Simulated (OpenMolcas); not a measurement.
# MP2/6-311+G(d,p) (electric field -0.002 a.u., field axis z) run of CH3BO2 (SMILES BC(=O)O)

Aim: the energy change on altering one bond length of CH3BO2 at MP2/6-311+G** (electric field -0.002 a.u., field axis z), from 2 runs. 

The calculation is run with OpenMolcas 26.06.

10 further runs of the same task are left out: 10 set aside as unsound or not needed.

## 1. Starting point

CH3BO2 has 7 atoms, charge 0, and is taken as a singlet. As SMILES, `BC(=O)O`. Geometry: relaxed at GFN2-xTB. This is one conformer, not always the lowest.

Bond lengths: B1–C2 1.578 Å, C2–O3 1.211 Å, C2–O4 1.343 Å, B1–H5 1.163 Å, B1–H6 1.164 Å, O4–H7 0.973 Å. Angles: B1–C2–O3 121.5°, B1–C2–O4 117.3°, O3–C2–O4 121.2°, C2–B1–H5 118.8°, C2–B1–H6 118.9°, C2–O4–H7 110.3°, H5–B1–H6 122.1°.

## 2. A single-point energy at MP2/6-311+G(d,p) (electric field -0.002 a.u., field axis z)

File test.input:

```
* CH3BO2 MP2
&GATEWAY
BasLib=$CurrDir
Coord
7
angstrom
B       -0.617270       0.962230      -0.177710
C        0.029160      -0.458390       0.052330
O       -0.643300      -1.465270       0.069190
O        1.359810      -0.507830       0.225340
H       -0.748850       1.348550      -1.266800
H       -1.028050       1.548670       0.739460
H        1.648510      -1.427960       0.358190
Basis=6-311pGss
Group=NoSym
&SEWARD
&FFPT
Dipole
Z 0.002
&SCF
PrOrbitals=1 1
&MBPT2
Frozen=4
```

The basis set 6-311+G** is read from a file made from the Basis Set Exchange's data (not shown).

Started as:

```bash
$ export MOLCAS_MEM=1860
$ pymolcas test.input > test.log
```

Log, shortened:

```text
--- Start Module: gateway ---
[...]
--- Stop Module: gateway /rc=_RC_ALL_IS_WELL_ ---
[...]
      Basis functions          106
[...]
--- Start Module: scf ---
[...]
       Convergence after  13 Iterations
[...]
::    Total SCF energy                               -214.0749067287
[...]
      Total spin, S                                     0.0000000000
[...]
      Total electronic charge=   30.000000
      Total            charge=   -0.000000
[...]
      Dipole Moment (debye):
      Origin of the operator (angstrom)=    0.0842   -0.4306    0.0554
                   X=  1.1780E+00               Y=  1.4720E+00               Z= -1.1596E-01           Total=  1.8889E+00
      Quadrupole Moment (debye*angstrom):
[...]
--- Stop Module: scf /rc=_RC_ALL_IS_WELL_ ---
[...]
--- Start Module: mbpt2 ---
[...]
WARNING!
Default frozen orbitals as non valence orbitals is overwritten by user input.
Default values:   4
[...]
       Reference weight ( Cref**2 )         =        0.84878
::    Total MBPT2 energy                             -214.6902023235
[...]
      Total MBPT2 calculations                           0.42      0.47
--- Stop Module: mbpt2 /rc=_RC_ALL_IS_WELL_ ---
[...]
```

Wall time 11 s (1 thread of Arm Neoverse V2, shared host); peak memory 0.61 GiB.

## 3. The distorted shape

File test.input:

```
>>> EXPORT MOLCAS_PRINT=2

&GATEWAY
 BasLib
 $CurrDir
 Coord
 7
 angstrom
 B       -0.604118       0.923614      -0.068847
 C        0.042312      -0.497006       0.161193
 O       -0.630148      -1.503886       0.178053
 O        1.372962      -0.546446       0.334203
 H       -0.748850       1.348550      -1.266800
 H       -1.014898       1.510054       0.848323
 H        1.661662      -1.466576       0.467053
 Basis
 6-311pGss
 Group
 NoSym

&SEWARD

&FFPT
 Dipole
 Z 0.002

&SCF
 PrOrbitals
 1 1

&MBPT2
 Frozen
 4
```

The basis set 6-311+G** is read from a file made from the Basis Set Exchange's data (not shown).

Started as:

```bash
$ export MOLCAS_MEM=1860
$ pymolcas test.input > test.log
```

Log, shortened:

```text
--- Start Module: gateway ---
[...]
--- Stop Module: gateway /rc=_RC_ALL_IS_WELL_ ---
[...]
      Basis functions          106
[...]
--- Start Module: scf ---
[...]
       Convergence after  13 Iterations
[...]
::    Total SCF energy                               -214.0712638353
[...]
      Total spin, S                                     0.0000000000
[...]
      Total electronic charge=   30.000000
      Total            charge=   -0.000000
[...]
      Dipole Moment (debye):
      Origin of the operator (angstrom)=    0.0971   -0.4686    0.1623
                   X=  1.1928E+00               Y=  1.4122E+00               Z= -1.4852E-04           Total=  1.8485E+00
      Quadrupole Moment (debye*angstrom):
[...]
--- Stop Module: scf /rc=_RC_ALL_IS_WELL_ ---
[...]
--- Start Module: mbpt2 ---
[...]
WARNING!
Default frozen orbitals as non valence orbitals is overwritten by user input.
Default values:   4
[...]
       Reference weight ( Cref**2 )         =        0.84788
::    Total MBPT2 energy                             -214.6870430790
[...]
      Total MBPT2 calculations                           0.42      0.49
--- Stop Module: mbpt2 /rc=_RC_ALL_IS_WELL_ ---
[...]
```

It took 11 s on 1 thread of Arm Neoverse V2, shared host; peak memory 0.61 GiB.

## 4. What came out

At MP2/6-311+G** (electric field -0.002 a.u., field axis z), 4 core orbitals frozen:

```
                                                         quantity          value
                                        first shape: total energy  -214.69020 Eh
                  first shape: dipole moment (mean-field density)         1.89 D
               first shape: HOMO–LUMO gap (Hartree–Fock orbitals)       13.20 eV
         first shape: correlation energy (4 core orbitals frozen)     -615.3 mEh
                                    distorted shape: total energy  -214.68704 Eh
              distorted shape: dipole moment (mean-field density)         1.85 D
           distorted shape: HOMO–LUMO gap (Hartree–Fock orbitals)       13.21 eV
     distorted shape: correlation energy (4 core orbitals frozen)     -615.8 mEh
energy change with the B1–H5 bond stretched from 1.163 to 1.279 Å       0.086 eV
```

**Reading.** With the B1–H5 bond stretched from 1.163 to 1.279 Å the energy rises by 0.09 eV (8.3 kJ/mol). The first shape isn't relaxed at this level, so the change isn't measured from a minimum. Mulliken charges (first shape) of the mean-field density run from -0.40 on O3 to +0.30 on H7; in a basis this large or diffuse they mean little. Mulliken charges (distorted shape) of the mean-field density run from -0.40 on O3 to +0.30 on H7; in a basis this large or diffuse they mean little.
